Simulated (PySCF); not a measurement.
# One shape, several levels: GeF2 (SMILES [F][Ge][F])

We compute a comparison of 6 runs (B2PLYP/STO-3G, PBE0/STO-3G, wB97X-V/STO-3G, BCCD(T)/STO-3G, CCSDT/STO-3G, QCISD(T)/STO-3G) of GeF2. Input form: a Python script.

The calculation is run with PySCF 2.14.0.

19 further runs of the same task are left out: 7 that didn't finish, 12 set aside as unsound or not needed.

### 1 Starting point

GeF2 has 3 atoms, charge 0, and is taken as a singlet. SMILES: `[F][Ge][F]`. The Ge1–F3 distance was set to 2.697 Å, away from the relaxed value. At this shape a bond of the SMILES string is far longer than usual.

Bond lengths: Ge1–F2 1.800 Å. A long bond or contact: Ge1–F3 2.697 Å.

### 2 The energy at B2PLYP/STO-3G (run 1)

calc.py

```python
from pyscf import gto, dft, mp

mol = gto.M(
    atom=[
    ('Ge', (0.669398, -0.025215, -1.417099)),
    ('F', (1.985708, -0.036045, -0.189619)),
    ('F', (-1.325320, 0.026670, 0.397200)),
],
    max_memory=1860,
    spin=0,
    basis='sto-3g',
    verbose=4,
)

mf = dft.RKS(mol)
mf.xc = '0.53*HF + 0.47*B88, 0.73*LYP'
mf.conv_tol = 1e-10
mf.grids.level = 5
mf.kernel()
if not mf.converged:
    mf = mf.newton().run(mf.mo_coeff, mf.mo_occ)

pt = mp.MP2(mf, frozen=11).run()
e_final = mf.e_tot + 0.27 * pt.e_corr
print('PT2 part  %.8f' % (0.27 * pt.e_corr))
print(f'total energy: {e_final:.8f} hartree')
```

On the command line:

```bash
$ OMP_NUM_THREADS=1 python calc.py
```

Output:

```text
PySCF version 2.14.0

[... 107 lines left out ...]
converged SCF energy = -2249.05593625327
[... 1 line left out ...]
******** <class 'pyscf.mp.mp2.RMP2'> ********
nocc = 14, nmo = 17
frozen orbitals 11
E(RMP2) = -2249.2710605779  E_corr = -0.215124324633261
E(SCS-RMP2) = -2249.29176240687  E_corr = -0.235826153596708
E_corr(same-spin) = -0.0257573491883135
E_corr(oppo-spin) = -0.189366975444947
PT2 part  -0.05808357
total energy: -2249.11401982 hartree
```

It took 6.3 s on 1 thread of Arm Neoverse V2, shared host; peak memory 0.23 GiB.

### 3 The energy at PBE0/STO-3G (run 2)

calc.py

```python
from pyscf import gto, dft

mol = gto.Mole()
mol.atom = [
    ('Ge', (0.669398, -0.025215, -1.417099)),
    ('F', (1.985708, -0.036045, -0.189619)),
    ('F', (-1.325320, 0.026670, 0.397200)),
]
mol.verbose = 3
mol.basis = 'sto-3g'
mol.max_memory = 1860
mol.charge = 0
mol.build()

mf = dft.RKS(mol, xc='pbe0')
mf.grids.level = 5
mf.conv_tol = 1e-10
mf.kernel()
if not mf.converged:
    mf = mf.newton().run(mf.mo_coeff, mf.mo_occ)

energy = mf.e_tot
print('Final energy', energy)
```

On the command line:

```bash
$ OMP_NUM_THREADS=1 python calc.py
```

Output:

```text
SCF not converged.
SCF energy = -2248.9058874903
converged SCF energy = -2249.26943295614
Final energy -2249.269432956141
```

It took 17 s on 1 thread of Arm Neoverse V2, shared host; peak memory 0.27 GiB.

### 4 The energy at wB97X-V/STO-3G (run 3)

calc.py

```python
from pyscf import gto, dft

mol = gto.M(
    atom='''
Ge       0.669398      -0.025215      -1.417099
F        1.985708      -0.036045      -0.189619
F       -1.325320       0.026670       0.397200
''',
    basis='sto-3g',
    charge=0,
    max_memory=1860,
    verbose=3,
)

mf = dft.RKS(mol)
mf.xc = 'wb97x-v'
mf.nlcgrids.level = 1
mf.conv_tol = 1e-10
mf.grids.level = 5
mf.kernel()
if not mf.converged:
    mf = mf.newton().run(mf.mo_coeff, mf.mo_occ)

energy = mf.e_tot
print('Final energy', energy)
```

On the command line:

```bash
$ OMP_NUM_THREADS=1 python calc.py
```

Output:

```text
converged SCF energy = -2249.42273855418
Final energy -2249.422738554178
```

Run time: 22 s. Hardware: 1 thread of Arm Neoverse V2, shared host; peak memory 0.23 GiB.

Runs 4 to 5 aren't shown in full; the table further down has their settings and results.

### 5 A single-point energy at QCISD(T)/STO-3G (run 6)

run.py

```python
from pyscf import gto, scf, cc

molecule = gto.Mole()
molecule.atom = [
    ('Ge', (0.669398, -0.025215, -1.417099)),
    ('F', (1.985708, -0.036045, -0.189619)),
    ('F', (-1.325320, 0.026670, 0.397200)),
]
molecule.max_memory = 1860
molecule.charge = 0
molecule.verbose = 4
molecule.basis = 'sto-3g'
molecule.build()

hf = scf.RHF(molecule)
hf.conv_tol = 1e-10
hf.kernel()
if not hf.converged:
    hf = hf.newton().run(hf.mo_coeff, hf.mo_occ)

mycc = cc.QCISD(hf, frozen=11)
mycc.kernel()
e_t = mycc.qcisd_t()
e_final = mycc.e_tot + e_t
print('Final energy', e_final)
```

On the command line:

```bash
$ OMP_NUM_THREADS=1 python run.py
```

Output:

```text
PySCF version 2.14.0

[... 65 lines left out ...]
converged SCF energy = -2247.59484458437
[... 11 lines left out ...]
Init t2, MP2 energy = -2247.71896322834  E_corr(MP2) -0.124118643969498
[... 28 lines left out ...]
QCISD converged
[... 2 lines left out ...]
Final energy -2247.788441640562
```

Wall time 0.74 s (1 thread of Arm Neoverse V2, shared host); peak memory 0.1 GiB.

### 6 All runs side by side

| run | level | frozen core orbitals | nlc grid | energy (Eh) | dipole moment (D) of the reference | HOMO energy (eV) | LUMO energy (eV) | wall time |
| --- | --- | --- | --- | --- | --- | --- | --- | --- |
| 1 | B2PLYP/STO-3G | 11 | – | -2249.114020 | 2.65 | -3.32 | 1.70 | 6.3 s |
| 2 | PBE0/STO-3G | – | – | -2249.269433 | 2.44 | -2.26 | 0.38 | 17 s |
| 3 | wB97X-V/STO-3G | – | 1 | -2249.422739 | 2.43 | -4.42 | 2.76 | 22 s |
| 4 | BCCD(T)/STO-3G | 11 | – | -2247.786555 | – | – | – | 1.4 s |
| 5 | CCSDT/STO-3G | 11 | – | -2247.787221 | 3.10 | -4.65 | 3.89 | 4.8 s |
| 6 | QCISD(T)/STO-3G | 11 | – | -2247.788442 | 3.10 | -4.65 | 3.89 | 0.74 s |

### 7 Summary of results

| quantity | value |
| --- | --- |
| run 6: total energy | -2247.78844 Eh |
| run 6: dipole moment (Hartree–Fock density) | 3.10 D |
| run 6: HOMO energy (Hartree–Fock orbitals) | -4.65 eV |
| run 6: LUMO energy (Hartree–Fock orbitals) | 3.89 eV |
| run 6: HOMO–LUMO gap (Hartree–Fock orbitals) | 8.55 eV |
| run 6: correlation energy (11 core orbitals frozen) | -193.6 mEh |
| run 6: (T) correction | -8.24 mEh |
| run 6: T1 diagnostic | 0.039 |

What this shows: Over runs 1, 2, 3 the dipole moment (its size) runs from 2.43 D (wB97X-V/STO-3G) to 2.65 D (B2PLYP/STO-3G). A double hybrid's value is that of its SCF part. Over runs 1, 2, 3 the HOMO–LUMO gap runs from 2.64 eV (PBE0/STO-3G) to 7.19 eV (wB97X-V/STO-3G). Totals of different functionals can't be ranked against each other. In run 6 the T1 diagnostic is large, so a single reference may not serve. In runs 1, 2, 3, 4, 5, 6 the basis is minimal, so the values are rough. All runs together took 53 s, the longest 22 s.
